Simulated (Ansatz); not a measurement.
# Nb: pressure up to the limit of the methods

One table from this session's results is given with a row withheld; the runs are named, their logs left out.

Computed with Ansatz 0.2.0 (DFT PBEsol, with the methods named in each step, unless a step's input says otherwise).

3 further runs of the same task are left out: 2 that didn't finish, 1 set aside as unsound or not needed. Runs told in other sessions of the task aren't counted.

**Starting point**

It takes space group P6_3/mmc (No. 194, hexagonal). The conventional cell has a = 2.922 Å, b = 2.922 Å, c = 4.733 Å, α = 90.00°, β = 90.00°, γ = 120.00°. Nb (site symmetry -6m2) has 12 Nb at 2.91 to 2.92 Å in its first shell of neighbours.

As a file:

```
CELL_PARAMETERS angstrom
2.92157 0.00000 0.00000
-1.46078 2.53015 0.00000
0.00000 0.00000 4.73294
ATOMIC_POSITIONS crystal
Nb 0.33333 0.66667 0.25000
Nb 0.66667 0.33333 0.75000
```

Whether this phase is the stable one at these pressures isn't tested.

Atoms are numbered in the order of the input: Nb1, Nb2.

Set-up of the first run:

Contents of input.yaml:

```yaml
crystal:
  lattice:
    - [2.921569454, 0.0, 0.0]
    - [-1.460784727, 2.5301533661, 0.0]
    - [0.0, 0.0, 4.7329425156]
  atoms:
    - { symbol: Nb, position: [0.3333333333, 0.6666666667, 0.25] }
    - { symbol: Nb, position: [0.6666666667, 0.3333333333, 0.75] }
kpoints:
  mp_grid: { grid: [17, 17, 9] }
scf:
  occupations: { method: fermi_dirac, width: 0.05 }
hamiltonian:
  xc: pbesol
  pseudopotentials: { kind: paw }
output:
  forces: true
  stress: true
relax:
  f_tol: 0.005
  max_steps: 40
  cell: {}
```

The run is started by

```bash
$ ansatz run input.yaml --threads 1 --pin off --max-ram 2048MiB --backend cpu --events-out ev --progress --plain --runs-dir out
```

Among the steps run: Cell relaxed at zero pressure, PAW; More of the same log: cell relaxed at zero pressure; Volume scaled by 1, PAW; Shape and atoms relaxed at 0.92 of the volume, PAW; Volume scaled by 0.92, PAW; Shape and atoms relaxed at 0.84 of the volume, PAW; Volume scaled by 0.84, PAW; Shape and atoms relaxed at 0.76 of the volume, PAW; Volume scaled by 0.76, PAW; Shape and atoms relaxed at 0.68 of the volume, PAW; Volume scaled by 0.68, PAW; Shape and atoms relaxed at 0.6 of the volume, PAW; Volume scaled by 0.6, PAW; Shape and atoms relaxed at 0.52 of the volume, PAW; Volume scaled by 0.52, PAW; Shape and atoms relaxed at 0.45 of the volume, PAW; More of the same log: shape and atoms relaxed at 0.45 of the volume; Volume scaled by 0.45, PAW; Volume scaled by 0.45, PAW (core large).

One of the session's tables, all rows but one given; the rest of the session is left out.

 The rows PAW, 0.45 and PAW (core large), 0.45 agree to the last digit and may rest on the same set-up.

```
          method  volume over the first  volume (Å³/atom)  pressure (GPa)
             PAW                      1            18.026            0.01
             PAW                   0.92            16.584           16.84
             PAW                   0.84            15.141           41.47
             PAW                   0.76            13.699           77.86
             PAW                   0.68            12.257          132.44
             PAW                    0.6            10.815          218.61
             PAW                   0.52                 ?               ?
             PAW                   0.45             8.112          572.53
PAW (core large)                   0.45             8.112          572.53
```

**Question.** Estimate the row for PAW, 0.52.

The run gave: volume (Å³/atom): 9.373; pressure (GPa): 362.06. In the column «volume (Å³/atom)» it lies between PAW (core large), 0.45 (8.112) and PAW, 0.6 (10.815).

Caveats from the session: At pressures up to 573 GPa the PAW spheres may overlap and frozen cores may not hold, so those PAW values are rough without an all-electron check. Warnings in the runs' records: datasets by core.
